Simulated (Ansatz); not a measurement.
**C: pressure up to the limit of the methods**

One table from this session's results is given with a row withheld; the runs are named, their logs left out.

Program: Ansatz 0.2.0. Level of theory: DFT r²SCAN, with the methods named in each step. These are calculated values, not measurements.

## The structure to begin with

It takes space group Fd-3m (No. 227, cubic). Conventional cell: a = 3.573 Å, b = 3.573 Å, c = 3.573 Å, α = 90.00°, β = 90.00°, γ = 90.00°. C (site symmetry -43m) is surrounded by 4 C at 1.55 Å.

Coordinates:

```cif
data_structure
_symmetry_space_group_name_H-M 'P 1'
_symmetry_Int_Tables_number 1
_cell_length_a 2.5262
_cell_length_b 2.5262
_cell_length_c 2.5262
_cell_angle_alpha 60.000
_cell_angle_beta 60.000
_cell_angle_gamma 60.000
_cell_volume 11.40
loop_
_atom_site_label
_atom_site_type_symbol
_atom_site_fract_x
_atom_site_fract_y
_atom_site_fract_z
_atom_site_occupancy
C1 C 0.87500 0.87500 0.87500 1
C2 C 0.12500 0.12500 0.12500 1
```

Whether this phase is the stable one at these pressures isn't tested.

Atoms are numbered in the order of the input: C1, C2.

Set-up of the first run:

Contents of input.yaml:

```yaml
crystal:
  lattice:
    - [0.0, 1.7863159877, 1.7863159877]
    - [1.7863159877, 0.0, 1.7863159877]
    - [1.7863159877, 1.7863159877, 0.0]
  atoms:
    - { symbol: C, position: [-0.125, -0.125, -0.125] }
    - { symbol: C, position: [0.125, 0.125, 0.125] }
kpoints:
  mp_grid: { grid: [20, 20, 20] }
scf:
  occupations: { method: fermi_dirac, width: 0.08 }
hamiltonian:
  xc: r2scan
  pseudopotentials: { kind: paw }
output:
  forces: true
  stress: true
  write_density: true
  write_potential: true
  elf: true
  volumetric_format: npy
relax:
  f_tol: 0.005
  max_steps: 40
  cell: {}
```

The run is started by

```sh
$ ansatz run input.yaml --threads 1 --pin off --max-ram 2048MiB --backend cpu --events-out ev --progress --plain --runs-dir out
```

Among the steps run: Cell relaxed at zero pressure, PAW; Volume scaled by 1, PAW; Volume scaled by 0.94, PAW; Volume scaled by 0.88, PAW; Volume scaled by 0.8, PAW; Volume scaled by 0.72, PAW; Volume scaled by 0.64, PAW; Volume scaled by 0.55, PAW; Volume scaled by 0.45, PAW; Volume scaled by 0.45, PAW (source ansatz).

One table of the session follows, with a row left open; its other results are not shown here.

| method | volume over the first | volume (Å³/atom) | pressure (GPa) | gap on the k mesh (eV) |
| --- | --- | --- | --- | --- |
| PAW | 1 | 5.641 | 0.03 | 4.37 |
| PAW | 0.94 | 5.302 | 31.25 | 4.52 |
| PAW | 0.88 | 4.964 | 72.64 | 4.68 |
| PAW | 0.8 | 4.513 | 150.13 | 4.93 |
| PAW | 0.72 | 4.061 | 265.74 | 5.22 |
| PAW | 0.64 | ? | ? | ? |
| PAW | 0.55 | 3.102 | 767.44 | 6.07 |
| PAW | 0.45 | 2.538 | 1434.98 | 6.89 |
| PAW (source ansatz) | 0.45 | 2.538 | 1444.21 | 6.84 |

**Question.** Estimate the row for PAW, 0.64.

As computed: volume (Å³/atom): 3.610; pressure (GPa): 442.48; gap on the k mesh (eV): 5.56. In the column «volume (Å³/atom)» it lies between PAW, 0.55 (3.102) and PAW, 0.72 (4.061).
